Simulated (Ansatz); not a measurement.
# VRhC4N4: the cost of one run

Method: DFT PBE, scalar-relativistic, plane waves, PAW, in Ansatz 0.2.0.

1 further run of the same task is left out (it didn't finish). Runs told in other sessions of the task aren't counted.

**1. The structure to begin with**

Symmetry: P4/mmm, No. 123, tetragonal system. Conventional cell: a = 7.205 Å, b = 7.205 Å, c = 3.649 Å, α = 90.00°, β = 90.00°, γ = 90.00°. Around V (site symmetry 4/mmm) lie 4 N at 2.01 Å. Rh (site symmetry 4/mmm) is surrounded by 4 C at 1.92 Å. C (site symmetry m2m) has 1 N at 1.17 Å and 1 Rh at 1.92 Å in its first shell of neighbours. N (site symmetry m2m) has 1 C at 1.17 Å and 1 V at 2.01 Å in its first shell of neighbours.

Coordinates:

```xyz
10
Lattice="7.2047 0.0000 0.0000 0.0000 7.2047 0.0000 0.0000 0.0000 3.6492" Properties=species:S:1:pos:R:3 pbc="T T T"
V     3.6024    3.6024    0.0000
Rh    0.0000    0.0000    0.0000
C     1.3555    5.8492    0.0000
C     5.8492    1.3555    0.0000
C     1.3555    1.3555    0.0000
C     5.8492    5.8492    0.0000
N     2.1828    5.0219    0.0000
N     5.0219    2.1828    0.0000
N     2.1828    2.1828    0.0000
N     5.0219    5.0219    0.0000
```

The cell is invented: stacked square cyanide-bridged sheets (P4/mmm, No. 123). Its size is a rough estimate.

**2. A first look at the guess**

Contents of input.yaml:

```yaml
crystal:
  lattice:
    - [7.20471099, 0.0, 0.0]
    - [0.0, 7.20471099, 0.0]
    - [0.0, 0.0, 3.64920268]
  atoms:
    - { symbol: V, position: [0.5, 0.5, 0.0], spin: 2.0 }
    - { symbol: Rh, position: [0.0, 0.0, 0.0], spin: 1.0 }
    - { symbol: C, position: [0.18814408, 0.81185592, 0.0] }
    - { symbol: C, position: [0.81185592, 0.18814408, 0.0] }
    - { symbol: C, position: [0.18814408, 0.18814408, 0.0] }
    - { symbol: C, position: [0.81185592, 0.81185592, 0.0] }
    - { symbol: "N", position: [0.3029738, 0.6970262, 0.0] }
    - { symbol: "N", position: [0.6970262, 0.3029738, 0.0] }
    - { symbol: "N", position: [0.3029738, 0.3029738, 0.0] }
    - { symbol: "N", position: [0.6970262, 0.6970262, 0.0] }
basis:
  ecutwfc: 420
kpoints:
  mp_grid: { grid: [4, 4, 6] }
hamiltonian:
  xc: pbe
scf:
  occupations: { method: gaussian, width: 0.1 }
  lower_state_search: "off"
output:
  forces: true
  stress: true
  eigenvalues: true
  populations: true
magnetization:
  spin_polarized: true
```

Launch:

```
> ansatz run input.yaml --threads 1 --pin off --max-ram 2560MiB --backend cpu --events-out ev --progress --plain --runs-dir out
```

**Question.** How long does this run take on 1 thread of Intel Xeon Platinum 8488C (Sapphire Rapids), shared host, and how much memory does it need?

About 60 s, with a peak of 0.69 GiB.
